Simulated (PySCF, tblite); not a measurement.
# C₆H₉BCl radical: geometry, infrared bands and EPR parameters

What infrared bands and EPR parameters should C₆H₉BCl radical (`C#C[B]C[C@@H](C)CCl`) show?

Programs: tblite 0.8.0 and PySCF 2.14.0, with density-fitted response routines of our own. Each step states its level of theory. These are calculated values for one molecule in the gas phase, unless marked as measured. Atoms count from 0, in the outputs and in this text.

## 1. The starting structure

17 atoms, charge 0, multiplicity 2; geometry from: force field or distance geometry start.

Bonds of the start (Å): C0–C1 1.21, C1–B2 1.53, B2–C3 1.62, C3–C4 1.55, C4–C5 1.54, C4–C6 1.55, C6–Cl7 1.78, C0–H8 1.05, C3–H9 1.12, C3–H10 1.10, C4–H11 1.11, C5–H12 1.10, C5–H13 1.12, C5–H14 1.12, C6–H15 1.09, C6–H16 1.11.

## 2. Optimising the geometry with GFN2-xTB

Job settings and geometry (Å):

```
{"job": {"kind": "relax", "xc": "GFN2-xTB", "basis": "xTB"}, "charge": 0, "multiplicity": 2}
C      3.880300    -0.769000     0.192600
C      2.718400    -0.961300     0.489600
B      1.269100    -1.221600     0.890800
C      0.081100    -0.947900    -0.168700
C     -0.923500     0.108800     0.343600
C     -0.289200     1.509600     0.341500
C     -2.183800     0.128300    -0.549900
Cl    -3.159300    -1.343100    -0.305000
H      4.885100    -0.593800    -0.074200
H     -0.436200    -1.929000    -0.302700
H      0.508600    -0.650900    -1.140500
H     -1.239000    -0.134700     1.379000
H      0.035800     1.799600    -0.668700
H      0.599800     1.536200     1.018100
H     -1.016200     2.271900     0.714900
H     -1.912000     0.213500    -1.607100
H     -2.825900     0.995300    -0.277400
```

Started as:

```bash
$ OMP_NUM_THREADS=1 python probes_run.py task.json out
```

One launch serves the whole session: the jobs run in the order shown.

What it wrote:

```text
step      E/eV     max force
  0    -627.12424    2.132
  1    -627.24365    1.728
  2    -627.27055    2.950
  3    -627.32518    0.477
  4    -627.33398    0.240
  5    -627.34063    0.255
  6    -627.34661    0.288
  7    -627.35840    0.328
  8    -627.36935    0.261
  9    -627.37721    0.196
 10    -627.38303    0.201
 11    -627.38942    0.245
 12    -627.39631    0.240
 13    -627.40513    0.253
 14    -627.41472    0.225
 15    -627.42360    0.173
 16    -627.43011    0.151
 17    -627.43471    0.147
 18    -627.43837    0.145
 19    -627.44150    0.148
 20    -627.44474    0.175
 21    -627.44893    0.186
 22    -627.45424    0.200
 23    -627.45920    0.200
 24    -627.46266    0.190
 25    -627.46527    0.133
 26    -627.46756    0.104
 27    -627.46971    0.099
 28    -627.47098    0.087
 29    -627.47214    0.061
 30    -627.47325    0.087
 31    -627.47447    0.075
 32    -627.47545    0.067
 33    -627.47607    0.054
 34    -627.47655    0.069
 35    -627.47707    0.076
 36    -627.47769    0.054
 37    -627.47820    0.062
 38    -627.47872    0.065
 39    -627.47935    0.077
 40    -627.48007    0.071
 41    -627.48074    0.063
 42    -627.48137    0.060
 43    -627.48216    0.093
 44    -627.48344    0.139
 45    -627.48525    0.144
 46    -627.48707    0.112
 47    -627.48847    0.092
 48    -627.48955    0.094
 49    -627.49056    0.120
 50    -627.49173    0.107
 51    -627.49293    0.066
 52    -627.49388    0.081
 53    -627.49507    0.129
 54    -627.49723    0.167
 55    -627.49990    0.171
 56    -627.50215    0.125
 57    -627.50357    0.108
 58    -627.50488    0.105
 59    -627.50630    0.119
 60    -627.51007    0.106
 61    -627.51152    0.104
 62    -627.51294    0.096
 63    -627.51395    0.079
 64    -627.51488    0.059
 65    -627.51542    0.048
 66    -627.51568    0.053
 67    -627.51583    0.050
 68    -627.51604    0.035
 69    -627.51633    0.033
 70    -627.51658    0.031
 71    -627.51692    0.035
 72    -627.51735    0.041
 73    -627.51763    0.045
 74    -627.51785    0.046
 75    -627.51815    0.060
 76    -627.51866    0.100
 77    -627.51942    0.095
 78    -627.52023    0.080
 79    -627.52089    0.063
 80    -627.52140    0.061
 81    -627.52204    0.082
 82    -627.52282    0.088
 83    -627.52348    0.076
 84    -627.52379    0.040
 85    -627.52393    0.026
 86    -627.52406    0.022
 87    -627.52418    0.020
 88    -627.52424    0.012
 89    -627.52427    0.012
 90    -627.52429    0.014
 91    -627.52431    0.013
 92    -627.52432    0.012
 93    -627.52433    0.008
```

It took 0.73 s on 1 thread of Arm Neoverse V1, shared host; peak memory 0.18 GiB.

Relaxation path: (not every step is listed)

```
step  energy from step 0 (eV)  largest force (eV/Å)
   0                   0.0000                2.1322
   1                  -0.1194                1.7281
   2                  -0.1463                2.9501
   3                  -0.2009                0.4772
   4                  -0.2097                0.2401
   5                  -0.2164                0.2549
   6                  -0.2224                0.2879
   7                  -0.2342                0.3280
   8                  -0.2451                0.2605
  16                  -0.3059                0.1509
  24                  -0.3384                0.1897
  32                  -0.3512                0.0675
  40                  -0.3558                0.0714
  48                  -0.3653                0.0936
  56                  -0.3779                0.1247
  64                  -0.3906                0.0591
  72                  -0.3931                0.0408
  80                  -0.3972                0.0608
  88                  -0.4000                0.0124
  89                  -0.4000                0.0117
  90                  -0.4000                0.0144
  91                  -0.4001                0.0125
  92                  -0.4001                0.0116
  93                  -0.4001                0.0078
```

Close pairs (by a distance rule), those that changed most:

```
  bond  before (Å)  after (Å)  change (Å)
 C1–B2       1.526      1.424      -0.102
 B2–C3       1.615      1.546      -0.069
C5–H14       1.118      1.088      -0.030
C5–H13       1.118      1.088      -0.030
C6–H16       1.113      1.091      -0.022
 C3–H9       1.117      1.096      -0.021
 C4–C6       1.545      1.525      -0.020
 C0–C1       1.215      1.231      +0.016
```

The final coordinates are the input of the step that follows.

## 3. Infrared spectrum with GFN2-xTB

Job settings and geometry (Å):

```
{"job": {"kind": "ir", "xc": "GFN2-xTB", "basis": "xTB"}, "charge": 0, "multiplicity": 2}
C      4.137707    -1.276106     0.499617
C      2.940799    -1.040118     0.337037
B      1.568753    -0.658688     0.329139
C      0.179135    -0.655192    -0.348163
C     -0.912732     0.209516     0.308965
C     -0.531525     1.687922     0.250848
C     -2.258776     0.014717    -0.380905
Cl    -2.866287    -1.652975    -0.168227
H      5.158020    -1.516870     0.566722
H     -0.181774    -1.689692    -0.373801
H      0.271220    -0.345609    -1.396228
H     -1.018219    -0.087347     1.357532
H     -0.449880     2.021939    -0.781755
H      0.430195     1.837680     0.736278
H     -1.274413     2.302921     0.753526
H     -2.181222     0.185463    -1.455449
H     -3.017997     0.674469     0.040697
```

What it wrote:

```text
mode    cm-1     km/mol
  1      43.3      0.37
  2      59.3      0.58
  3     100.2      3.50
  4     122.4      0.59
  5     186.5      2.07
  6     219.0      0.62
  7     230.1      5.37
  8     264.4      8.01
  9     285.5     11.04
 10     340.3      1.58
 11     392.6      9.85
 12     412.5     14.89
 13     421.3      9.99
 14     628.5      5.48
 15     685.1     19.71
 16     737.6      5.13
 17     757.4     20.31
 18     874.1      2.87
 19     916.0      1.05
 20     968.6      4.51
 21     998.4      5.01
 22    1078.1      2.08
 23    1130.3      4.52
 24    1140.9      2.40
 25    1200.9     16.82
 26    1240.1     13.51
 27    1250.6      3.92
 28    1312.7      0.43
 29    1326.5      3.42
 30    1372.8    122.54
 31    1409.0      6.55
 32    1423.2      4.24
 33    1442.4      1.00
 34    1496.2      4.60
 35    1498.7      1.40
 36    1985.7     13.86
 37    2906.8     13.34
 38    2933.0     18.37
 39    2942.5     28.11
 40    2971.5     14.39
 41    2973.2      9.54
 42    3027.6     38.22
 43    3033.2     31.69
 44    3037.5     23.61
 45    3366.8      2.25
```

Wall time 0.63 s (1 thread of Arm Neoverse V1, shared host); peak memory 0.18 GiB.

Which atoms move in the most intense modes:

```
cm⁻¹  km/mol                         atoms
 685    19.7              H8 76 %, C0 17 %
 757    20.3              C3 37 %, B2 16 %
1373   122.5     B2 66 %, C3 16 %, C0 11 %
2933    18.4             H9 84 %, H10 11 %
2942    28.1                      H11 89 %
3028    38.2                      H12 81 %
3033    31.7            H13 59 %, H14 31 %
3038    23.6  H14 57 %, H13 29 %, H12 11 %
```

## 4. EPR parameters: B3LYP/pcH-1

The job, as its differences from that of step 3:

```diff
@@ -1,2 +1,2 @@
-{"job": {"kind": "ir", "xc": "GFN2-xTB", "basis": "xTB"}, "charge": 0, "multiplicity": 2}
+{"job": {"kind": "epr", "basis": "pcH-1"}, "charge": 0, "multiplicity": 2}
 C      4.137707    -1.276106     0.499617
```

Level: UKS B3LYP, pcH-1 on B C Cl H, non-relativistic, mean-field spin-orbit, GIAO.

What it wrote:

```text
UKS, coarse grid
  cycle   1  E = -718.94408503  |g| = 3.77e-01
  cycle   2  E = -718.92344844  |g| = 4.22e-01
  cycle   3  E = -719.01326258  |g| = 9.03e-02
  cycle   4  E = -719.01428991  |g| = 7.71e-02
  cycle   5  E = -719.01749830  |g| = 1.27e-02
  cycle   6  E = -719.01760036  |g| = 4.27e-03
  cycle   7  E = -719.01761958  |g| = 2.04e-03
  cycle   8  E = -719.01762499  |g| = 9.86e-04
UKS, final grid
  cycle   1  E = -719.01762386  |g| = 1.11e-03
  cycle   2  E = -719.01762390  |g| = 1.54e-03
  cycle   3  E = -719.01762520  |g| = 2.48e-04
  cycle   4  E = -719.01762545  |g| = 2.69e-04
  cycle   5  E = -719.01762571  |g| = 1.85e-04
  cycle   6  E = -719.01762579  |g| = 5.53e-05
  cycle   7  E = -719.01762582  |g| = 4.39e-05
  cycle   8  E = -719.01762584  |g| = 1.95e-05
  cycle   9  E = -719.01762585  |g| = 1.21e-05
E = -719.01762585 Eh   <S^2> = 0.7623 (exact 0.7500)
g shifts (ppm)      1          2          3
  rmc          -108       -108       -108
  gc             25         14         26
  oz_so       -5022        126        374
  total       -5105         32        291
hyperfine (MHz)  atom isotope    a_iso     a_fc   dipolar eigenvalues
    0   13C      34.37      34.56    -34.71    -29.83     64.54
    1   13C     -23.44     -23.45    -16.52     -0.79     17.31
    2   11B     158.10     158.29    -38.63    -38.13     76.76
    3   13C      -6.38      -6.37     -2.40     -0.76      3.15
    4   13C      39.51      39.52     -2.56     -2.18      4.74
    5   13C       4.09       4.09     -1.05     -0.20      1.25
    6   13C      -1.43      -1.43     -0.48     -0.34      0.82
    7  35Cl       0.00       0.00     -0.32     -0.21      0.53
    8    1H     -33.10     -33.06    -16.64      0.04     16.60
    9    1H       9.85       9.85     -3.28     -2.49      5.76
   10    1H      31.78      31.78     -3.22     -2.17      5.39
   11    1H      -1.72      -1.72     -3.69     -1.38      5.07
   12    1H       0.07       0.07     -1.29     -1.10      2.39
   13    1H      -0.67      -0.67     -4.10     -2.49      6.59
   14    1H      -0.47      -0.47     -1.18     -0.91      2.09
   15    1H      -0.09      -0.09     -0.97     -0.53      1.50
   16    1H       0.26       0.26     -0.78     -0.43      1.21
```

It took 2 min on 1 thread of Arm Neoverse V1, shared host; peak memory 1.1 GiB.

Principal g values 1.99721, 2.00235, 2.00261; g(iso) = 2.00073, against 2.00232 for a free electron.

Mean a(iso) over the nuclei that a row names, and the largest dipolar term of the row (other rows stand at the frozen geometry):

```
       nuclei  isotope  a(iso) (MHz)  a(iso) (G, at g = 2.0023)  largest dipolar term (MHz)
           B2      11B         158.1                       56.4                        76.8
           C4      13C          39.5                       14.1                         4.7
           C0      13C          34.4                       12.3                        64.5
           H8       1H         -33.1                      -11.8                       -16.6
          H10       1H          31.8                       11.3                         5.4
           C1      13C         -23.4                       -8.4                        17.3
           H9       1H           9.8                        3.5                         5.8
           C3      13C          -6.4                       -2.3                         3.2
           C5      13C           4.1                        1.5                         1.2
          H11       1H          -1.7                       -0.6                         5.1
           C6      13C          -1.4                       -0.5                         0.8
H12, H13, H14       1H          -0.4                       -0.1                         6.6
          H16       1H           0.3                        0.1                         1.2
          H15       1H          -0.1                        0.0                         1.5
```

Mulliken spin populations:

C0 0.43; C1 -0.16; B2 0.74; C3 -0.04; C4 0.02; C5 0.00; C6 0.00; Cl7 0.00; H8 -0.02; H9 0.01; H10 0.02; H11 0.00; H12 0.00; H13 0.00; H14 0.00; H15 0.00; H16 0.00

In first order the couplings over 0.8 MHz of 11B, 1H give 64 distinct lines over 196.5 G, if the averaged nuclei exchange fast; the same motion can average rows kept apart here too.

The fields below are evaluated on a grid from the run's orbitals.

ELF in a plane through or near 11 of the atoms.

Values, 10 rows by 14 columns:
```
0.00 0.00 0.00 0.00 0.00 0.00 0.00 0.00 0.00 0.00 0.00 0.00 0.00 0.00
0.00 0.00 0.00 0.00 0.00 0.00 0.00 0.01 0.01 0.00 0.00 0.00 0.00 0.00
0.00 0.00 0.00 0.00 0.00 0.00 0.38 0.71 0.72 0.67 0.00 0.00 0.00 0.00
0.00 0.00 0.01 0.21 0.09 0.12 0.35 0.97 0.98 0.80 0.00 0.00 0.00 0.00
0.00 0.01 0.85 0.69 0.61 0.68 0.34 0.64 0.63 0.13 0.61 0.00 0.00 0.00
0.00 0.14 1.00 0.32 0.42 0.31 0.92 0.90 0.91 0.97 0.97 0.00 0.00 0.00
0.00 0.00 0.21 0.55 0.64 0.34 0.66 0.50 0.36 0.62 0.03 0.00 0.00 0.00
0.00 0.00 0.00 0.07 0.09 0.01 0.87 0.26 0.86 0.40 0.62 0.00 0.00 0.00
0.00 0.00 0.00 0.00 0.00 0.00 0.01 0.02 0.77 0.82 0.38 0.00 0.00 0.00
0.00 0.00 0.00 0.00 0.00 0.00 0.00 0.00 0.05 0.07 0.01 0.00 0.00 0.00
```
The map spans 16.0 Å across and 9.8 Å up, centred on the molecule. Atoms in the plane (x, y in Å): C0 (-4.4, -0.1), C1 (-3.1, -0.2), B2 (-1.7, -0.2), C4 (0.9, 0.0), C5 (1.0, 1.5), C6 (2.2, -0.6), H8 (-5.4, 0.0), H9 (-0.3, -1.7), H13 (0.0, 2.0), H14 (1.8, 2.0), H16 (3.1, -0.1).

On the surface of density 0.002 e/bohr³ the electrostatic potential runs, from the 1st to the 99th percentile, from -0.81 V near C1 to 1.52 V near H8.

The spin density lies nearest to B2 50 %; C0 25 %; C1 10 % (beta excess).

## 5. Summary of results

| quantity | value |
| --- | --- |
| strongest single infrared mode (GFN2-xTB) | 1373 cm⁻¹, 123 km/mol |
| zero-point energy (GFN2-xTB) | 81.7 kcal/mol |
| g(iso) (B3LYP) | 2.00073 |
| ⟨S²⟩ | 0.762 (exact 0.75) |
| largest a(iso) (averaged by class) | 11B on B2, 158.1 MHz |
| potential on the surface of density 0.002 e/bohr³, 1st and 99th percentile | -0.81 V and 1.52 V |

**Reading.** The optimisation took 93 steps and gained 0.400 eV; among the close pairs (by a distance rule), C1–B2 changed most, from 1.526 to 1.424 Å. No mode is imaginary among the 45: a minimum at this level. The strongest single mode, at 1373 cm⁻¹, moves mainly B2. GFN2-xTB is a fitted tight-binding method: band positions and strengths are rough. Its intensities can rank the bands wrongly. B2 carries the largest spin population, 0.74 e. The isotropic g lies 1.6 ppt below the free-electron value. The conformer search (at its own cheap level) found a structure 16.6 kcal/mol lower, too far down for a turn about a bond: it may have other bonds, so these spectra needn't be the molecule's.
